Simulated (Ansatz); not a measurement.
What does this script print? It uses the Python package of Ansatz (0.2.0).

`ch4fgeo.py`
```python
"""Stretching a bond of CH4FGeO, the rest held rigid."""

import ansatz
import numpy as np

geometry = (
    ansatz.Crystal.molecule()
    .atom("C", (-0.2757, 0.9336, 0.164))
    .atom("Ge", (0.248, -0.8508, -0.1852))
    .atom("O", (1.8938, -1.0613, 0.3921))
    .atom("F", (-0.7394, -1.9506, 0.6541))
    .atom("H", (-0.2847, 1.1757, 1.2242))
    .atom("H", (0.3486, 1.6977, -0.3811))
    .atom("H", (-1.336, 1.1137, -0.2101))
    .atom("H", (0.2376, -1.1152, -1.7137))
)

symbols = [site.symbol for site in geometry.cartesian_sites]
start = np.array([site.position_ang for site in geometry.cartesian_sites])
axis = (start[6] - start[0]) / np.linalg.norm(start[6] - start[0])
moving = [6]
lengths, energies = [0.97, 1.05, 1.14, 1.25, 1.42, 1.71, 2.05, 2.51], []
for length in lengths:
    xyz = start.copy()
    xyz[moving] += (length - np.linalg.norm(start[6] - start[0])) * axis
    point = ansatz.Crystal.molecule()
    for symbol, place in zip(symbols, xyz):
        point = point.atom(symbol, place.tolist())
    job = (
        point.calculation()
        .basis(gaussian="def2-SVP")
        .functional("b3lyp")
        .spin("collinear", total=1)  # two spin channels
    )
    r = job.run(threads=1, backend="cpu").report
    energies.append(r["free_energy_ev"])
    print(f"r = {length:6.3f} A  E = {energies[-1]:.5f} eV  <S^2> = {abs(r['mean_field']['state']['spin_squared']):.3f}")

print("energy above the lowest point (eV):", [round(e - min(energies), 3) for e in energies])
```

```console
$ python ch4fgeo.py
r =  0.970 A  E = -62372.82804 eV  <S^2> = 0.753
r =  1.050 A  E = -62373.15683 eV  <S^2> = 0.753
r =  1.140 A  E = -62373.18845 eV  <S^2> = 0.753
r =  1.250 A  E = -62372.94147 eV  <S^2> = 0.753
r =  1.420 A  E = -62372.26917 eV  <S^2> = 0.753
r =  1.710 A  E = -62370.94521 eV  <S^2> = 0.754
r =  2.050 A  E = -62369.60240 eV  <S^2> = 0.863
r =  2.510 A  E = -62368.73973 eV  <S^2> = 1.407
energy above the lowest point (eV): [0.36, 0.032, 0.0, 0.247, 0.919, 2.243, 3.586, 4.449]
```

Caveats:
- Total energies depend on the basis set; only differences at equal settings carry meaning.
- The rest of the molecule is held rigid at a force-field or estimated start geometry, and the basis set is modest; single-reference methods fail as a bond breaks.
- The run takes the species as open-shell (spin multiplicity 2), which needn't be its ground state.
- The expectation value of S² is noticeably off S(S+1) in at least one run, so that state is spin-contaminated.
- b3lyp holds the VWN-RPA fit, as in Gaussian; the form of ORCA and Turbomole is b3lyp5.
- Wall time of the script: 2.2 min on 1 thread of Arm Neoverse V1 (shared host), peak memory 0.37 GiB.
